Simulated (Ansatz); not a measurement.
**AgScTe2: a single-point run**

Wanted: a converged single-point run for AgScTe2, and a check of what comes out. The structure is shown as the input types it. The cell is built on a prototype (ordering on rocksalt) and needn't be the phase found in nature.

Program: Ansatz 0.2.0. Level of theory: density functional or hybrid calculation with the settings of its input, plane waves (as first typed). These are calculated values, not measurements.

## Step 1: The system as given

Symmetry: R-3m, No. 166, trigonal system. Conventional cell: a = 4.212 Å, b = 4.212 Å, c = 21.017 Å, α = 90.00°, β = 90.00°, γ = 120.00°. Around Ag (site symmetry -3m) lie 6 Te at 3.04 Å. Sc (site symmetry -3m) has 6 Te at 2.95 Å as nearest neighbours. Around Te (site symmetry 3m) lie 3 Sc at 2.95 Å and 3 Ag at 3.04 Å.

Coordinates:

```
Ag Sc Te
1.0
     2.10601    1.21590    7.00563
    -2.10601    1.21590    7.00563
     0.00000   -2.43181    7.00563
Ag Sc Te
1 1 2
Direct
  0.00000 0.00000 0.00000
  0.50000 0.50000 0.50000
  0.24654 0.24654 0.24654
  0.75346 0.75346 0.75346
```

## Step 2: The calculation

Input file input.yaml:

```yaml
crystal:
  lattice:
    - [2.1060068629, 1.2159036292, 7.0056316329]
    - [-2.1060068629, 1.2159036292, 7.0056316329]
    - [0.0, -2.4318072584, 7.0056316329]
  atoms:
    - { symbol: Ag, position: [1.0, 0.0, 0.0] }
    - { symbol: Sc, position: [0.5, 0.5, 0.5] }
    - { symbol: Te, position: [0.2465396917, 0.2465396917, 0.2465396917] }
    - { symbol: Te, position: [0.7534603083, 0.7534603083, 0.7534603083] }
kpoints:
  mp_grid: { grid: [6, 6, 6] }
hamiltonian:
  xc: pbesol
scf:
  occupations: { method: fixed }
  n_extra_bands: 5
  max_iter: 93
output:
  forces: true
  stress: true
  eigenvalues: true
basis:
  ecutrho_ratio: 1
```

The run is started by

```sh
$ ansatz run input.yaml --threads 4 --pin off --max-ram 3686MiB --backend cpu --events-out ev --progress --plain --runs-dir out
```

Q: Will this input give a usable result? If not, why, and what should change?

The program finished normally, with warnings (cutoff below recommended). Its log warns: «basis.ecutrho_ratio = 1 (ecutrho = 420 eV) is below the records' recommended 1680 eV»

The suspect setting: basis.ecutrho_ratio is 1. The density grid can't hold the products of the orbitals.

To check: delete basis.ecutrho_ratio (the default then holds).
